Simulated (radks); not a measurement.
**Zn⁴⁺ in [Ar] 3d7 4s1: an all-electron calculation**

Wanted: eigenvalues, radial structure and energy terms of the zinc ion Zn4+.

Program: radks (a radial shooting solver on a logarithmic mesh, Libxc functionals) version 1. Level of theory: scalar-relativistic Kohn-Sham, r2SCAN, spin-polarised, spherical densities, finite nucleus; open shells are filled with parallel spins first. These are calculated values, not measurements, unless marked.

## 1. What is computed

| Item | Value |
| --- | --- |
| element | zinc (Z = 30) |
| charge | +4 |
| electrons | 26 |
| configuration | [Ar] 3d7 4s1 |
| nuclear rms radius | 3.9283 fm |

The outer shells:

Zn⁴⁺
```
[Ar] core
3d [↑↓][↑↓][↑ ][↑ ][↑ ]
4s [↑ ]
```

## 2. Self-consistent calculation

Input:

```text
Z 30
configuration [Ar] 3d7 4s1 4p0 5s0 4d0 4f0
relativity scalar-relativistic
functional r2scan,r2scan
spin polarised
nucleus finite rms 3.9283 fm
c 137.035999084
```

Q: Predict the outcome of this run.

As calculated:

```
                        quantity                   value
                    total energy     -1790.65411 hartree
exchange-correlation share of it                  3.88 %
                            −T/E                  1.0161
          highest occupied level       4s up, -54.172 eV
    most extended occupied level  4s up, <r> = 1.79 bohr
 radius at density 0.001 e/bohr³               2.95 bohr
    maxima of the radial density                       3
```

The radial density shows 3 maxima for 4 occupied principal shells; where shells overlap, one shows as a shoulder or not at all. −T/E is 1.016: with relativity the kinetic term as defined here no longer equals −E. This is not the tabulated ground configuration, so its levels and sizes aren't those of the ground state, and no measured value stands beside it.
